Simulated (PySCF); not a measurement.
**wB97M-V/def2-TZVP (core potential, nlc grid 1) run of CsNa (NaCs)**

Aim: the vertical ionisation energy of CsNa (NaCs) at wB97M-V/def2-TZVP (core potential, nlc grid 1), from 2 runs. Input form: a Python script.

Program for the calculation: PySCF 2.14.0.

### Step 1. The structure to begin with

CsNa has 2 atoms, charge 0, and is taken as a singlet. SMILES: `[Na][Cs]`. Geometry: relaxed at PBE0-D4/def2-TZVP.

Bond lengths: Na1–Cs2 3.905 Å.

### Step 2. The energy at wB97M-V/def2-TZVP (core potential, nlc grid 1)

input.py reads:

```python
from pyscf import gto, dft

system = gto.Mole()
system.atom = '''
Na     0.000000     0.000000    -0.259290
Cs     0.000000     0.000000     3.645610
'''
system.basis = 'def2-tzvp'
system.spin = 0
system.ecp = {'Cs': 'def2-svp'}
system.verbose = 3
system.max_memory = 1860
system.build()

myscf = dft.RKS(system, xc='wb97m-v')
myscf.nlcgrids.level = 1
myscf.grids.level = 3
myscf.conv_tol = 1e-10
myscf.kernel()
if not myscf.converged:
    myscf = myscf.newton().run(myscf.mo_coeff, myscf.mo_occ)

e_final = myscf.e_tot
print('E(%s) = %.9f' % ('WB97M-V', e_final))
```

The run is started by

```console
$ OMP_NUM_THREADS=1 python input.py
```

Log:

```text
converged SCF energy = -182.348829892912
E(WB97M-V) = -182.348829893
```

It took 15 s on 1 thread of Arm Neoverse V1, shared host; peak memory 0.24 GiB.

### Step 3. The doublet cation

run.py reads:

```python
from pyscf import gto, dft

mol = gto.Mole()
mol.atom = 'Na 0.000000 0.000000 -0.259290; Cs -0.000000 -0.000000 3.645610'
mol.charge = 1
mol.max_memory = 1860
mol.ecp = {'Cs': 'def2-svp'}
mol.verbose = 3
mol.spin = 1
mol.basis = 'def2-tzvp'
mol.build()

ks = dft.UKS(mol, xc='wb97m-v')
ks.nlcgrids.level = 1
ks.grids.level = 3
ks.conv_tol = 1e-10
ks.kernel()
if not ks.converged:
    ks = ks.newton().run(ks.mo_coeff, ks.mo_occ)

energy = ks.e_tot
print('Final energy', energy)
```

The run is started by

```console
$ OMP_NUM_THREADS=1 python run.py
```

Log:

```text
WARN: HOMO -0.233085031685974 >= LUMO -0.23308503168597

converged SCF energy = -182.194273985731  <S^2> = 0.75006239  2S+1 = 2.0000624
Final energy -182.19427398573092
```

Wall time 17 s (1 thread of Arm Neoverse V1, shared host); peak memory 0.25 GiB.

### Step 4. Summary of results

At wB97M-V/def2-TZVP (core potential, nlc grid 1):

```
                                          quantity          value
                        singlet CsNa: total energy  -182.34883 Eh
                       singlet CsNa: dipole moment         5.60 D
                         singlet CsNa: HOMO energy       -4.06 eV
                         singlet CsNa: LUMO energy       -0.41 eV
                       singlet CsNa: HOMO–LUMO gap        3.65 eV
                      doublet cation: total energy  -182.19427 Eh
doublet cation: HOMO energy (highest over α and β)       -8.59 eV
 doublet cation: LUMO energy (lowest over α and β)       -3.93 eV
                              doublet cation: ⟨S²⟩          0.750
vertical ionisation energy (to the doublet cation)       4.206 eV
```

In words: Removing an electron at fixed nuclei costs 4.21 eV (406 kJ/mol). The negative HOMO energy of the first species, 4.06 eV, lies 0.14 eV below that difference.
